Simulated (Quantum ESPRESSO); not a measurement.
A run of Quantum ESPRESSO 7.5:

File pw.in:

```
&CONTROL
  calculation = 'scf'
  prefix = 'pwscf'
  outdir = './tmp'
  pseudo_dir = './pseudo'
  tprnfor = .true.
  tstress = .true.
  disk_io = 'low'
/
&SYSTEM
  ibrav = 0
  nat = 4
  ntyp = 2
  ecutwfc = 60
  ecutrho = 440
  nbnd = 24
  input_dft = 'revpbe'
  occupations = 'smearing'
  smearing = 'fd'
  degauss = 0.00999582
/
&ELECTRONS
  conv_thr = 8d-10
  electron_maxstep = 120
  mixing_beta = 0.5
/
ATOMIC_SPECIES
Mo    95.9500 Mo_ONCV_PBE-1.0.oncvpsp.upf
Se    78.9710 Se_pbe_v1.uspp.F.UPF
CELL_PARAMETERS angstrom
   4.3895381800    0.0000000000    0.0000000000
   0.0000000000    4.3895381800    0.0000000000
   0.0000000000    0.0000000000    4.4130286000
ATOMIC_POSITIONS crystal
Mo     0.0000000000    0.0000000000    0.0000000000
Se     0.0000000000    0.5000000000    0.5000000000
Se     0.5000000000    0.0000000000    0.5000000000
Se     0.5000000000    0.5000000000    0.0000000000
K_POINTS automatic
6 6 6 0 0 0
```

File pp_density.in:

```
&INPUTPP
  prefix = 'pwscf'
  outdir = './tmp'
  filplot = 'density.dat'
  plot_num = 0
/
&PLOT
  nfile = 1
  filepp(1) = 'density.dat'
  iflag = 3
  output_format = 6
  fileout = 'density.cube'
/
```

The input pp_potential.in:

```
&INPUTPP
  prefix = 'pwscf'
  outdir = './tmp'
  filplot = 'potential.dat'
  plot_num = 11
/
&PLOT
  nfile = 1
  filepp(1) = 'potential.dat'
  iflag = 3
  output_format = 6
  fileout = 'potential.cube'
/
```

The input pp_potential_ks.in:

```
&INPUTPP
  prefix = 'pwscf'
  outdir = './tmp'
  filplot = 'potential_ks.dat'
  plot_num = 1
/
&PLOT
  nfile = 1
  filepp(1) = 'potential_ks.dat'
  iflag = 3
  output_format = 6
  fileout = 'potential_ks.cube'
/
```

Potentials or basis: SSSP 1.3 efficiency PBE.

The run is started by

```sh
$ OMP_NUM_THREADS=1 pw.x -in pw.in > pw.out
$ OMP_NUM_THREADS=1 pp.x -in pp_density.in > pp_density.out
$ OMP_NUM_THREADS=1 pp.x -in pp_potential.in > pp_potential.out
$ OMP_NUM_THREADS=1 pp.x -in pp_potential_ks.in > pp_potential_ks.out
```

Hardware: 1 thread of AMD EPYC 9R45 96-Core Processor (Zen 5), with other jobs on the host.

Question: How long does it take, and how much memory?

Answer: It took 44 s on 1 thread of AMD EPYC 9R45 96-Core Processor (Zen 5), with other jobs on the host, peak memory 0.42 GiB. Counts: scf iterations 13, k pools 1, bands 24, k points 40, g dense 89303.
